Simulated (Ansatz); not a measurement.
**CH6F2GeSi: up Jacob's ladder to CCSD(T)**

An exercise on one series of results from a longer session: the logs are not shown, and one member is left open.

Computed with Ansatz 0.2.0, Gaussian basis. Level: functionals in def2-TZVPP, the program's frozen cores in correlated methods.

The runs, in order: PBE-D4, r2SCAN-D4, PBE0-D4, B3LYP-D4, ωB97X-V, ωB97M-V, B2PLYP; CCSD(T)/def2-TZVPP; MP2/def2-QZVPP; extrapolation to the limit.

### Structure used throughout

The geometry comes from an earlier relaxation with PBE0-D4 in a triple-zeta def2 set; it is a stationary point, not always the lowest conformer.

SMILES `F[CH](F)[GeH2][SiH3]`, 11 atoms, charge 0, spin multiplicity 1.

Atoms are counted from 1 here; the program's logs count them from 0.

Bond lengths: F1–C2 1.363 Å, C2–F3 1.363 Å, C2–Ge4 2.002 Å, C2–H6 1.095 Å, Ge4–Si5 2.378 Å, Ge4–H7 1.538 Å, Ge4–H8 1.538 Å, Si5–H9 1.485 Å, Si5–H10 1.485 Å, Si5–H11 1.486 Å. Angles: F1–C2–F3 107.3°, F1–C2–Ge4 110.0°, F1–C2–H6 107.5°, F3–C2–Ge4 110.0°, F3–C2–H6 107.5°, Ge4–C2–H6 114.3°, C2–Ge4–Si5 109.0°, C2–Ge4–H7 106.8°, C2–Ge4–H8 106.8°, Si5–Ge4–H7 112.6°, Si5–Ge4–H8 112.6°, H7–Ge4–H8 108.7°, Ge4–Si5–H9 109.7°, Ge4–Si5–H10 109.7°, Ge4–Si5–H11 109.2°, H9–Si5–H10 109.8°, H9–Si5–H11 109.3°, H10–Si5–H11 109.3°.

Set-up of the first run:

Input file in.yaml:

```yaml
crystal:
  periodic: [false, false, false]
  atoms:
    - {symbol: F, position_ang: [-2.153477, 0.805265, -0.082066]}
    - {symbol: C, position_ang: [-1.087444, 1.051745, -0.894760]}
    - {symbol: F, position_ang: [-0.498903, 2.199269, -0.453701]}
    - {symbol: Ge, position_ang: [0.213939, -0.466523, -0.795591]}
    - {symbol: Si, position_ang: [0.937835, -0.720349, 1.455424]}
    - {symbol: H, position_ang: [-1.477711, 1.247112, -1.899460]}
    - {symbol: H, position_ang: [1.369362, -0.126347, -1.752659]}
    - {symbol: H, position_ang: [-0.514893, -1.713278, -1.325751]}
    - {symbol: H, position_ang: [-0.230099, -1.005260, 2.326431]}
    - {symbol: H, position_ang: [1.609369, 0.524066, 1.907498]}
    - {symbol: H, position_ang: [1.897423, -1.852600, 1.535235]}
basis:
  gaussian: {orbitals: def2-TZVPP}
hamiltonian: {xc: pbe, dispersion: d4}
output: {forces: true, orbitals: {seedname: orbitals}}
```

On the command line:

```console
$ ansatz run in.yaml --threads 2 --pin off --events-out ev --progress --plain --max-ram 22528MiB --backend cpu
```

Steps of the session up to this table: PBE-D4 (GGA); r2SCAN-D4 (meta-GGA); PBE0-D4 (hybrid); B3LYP-D4 (hybrid); ωB97X-V (range-separated); ωB97M-V (range-separated); B2PLYP (double hybrid); CCSD(T) in def2-TZVPP; MP2 in def2-QZVPP.

One of the session's tables, all rows but one given; the rest of the session is left out.

```
            method  atomisation energy (kJ/mol)
            PBE-D4                       3494.5
         r2SCAN-D4                       3467.3
           PBE0-D4                       3431.6
          B3LYP-D4                       3440.0
           ωB97X-V                       3484.8
           ωB97M-V                       3450.8
            B2PLYP                            ?
     HF/def2-TZVPP                       2486.7
    MP2/def2-TZVPP                       3410.2
   CCSD/def2-TZVPP                       3333.8
CCSD(T)/def2-TZVPP                       3382.7
           MP2/CBS                       3491.7
       CCSD(T)/CBS                       3464.2
```

Estimate the missing values for B2PLYP.

**Answer.** atomisation energy (kJ/mol): 3404.1. In the column «atomisation energy (kJ/mol)» it lies between CCSD(T)/def2-TZVPP (3382.7) and MP2/def2-TZVPP (3410.2).
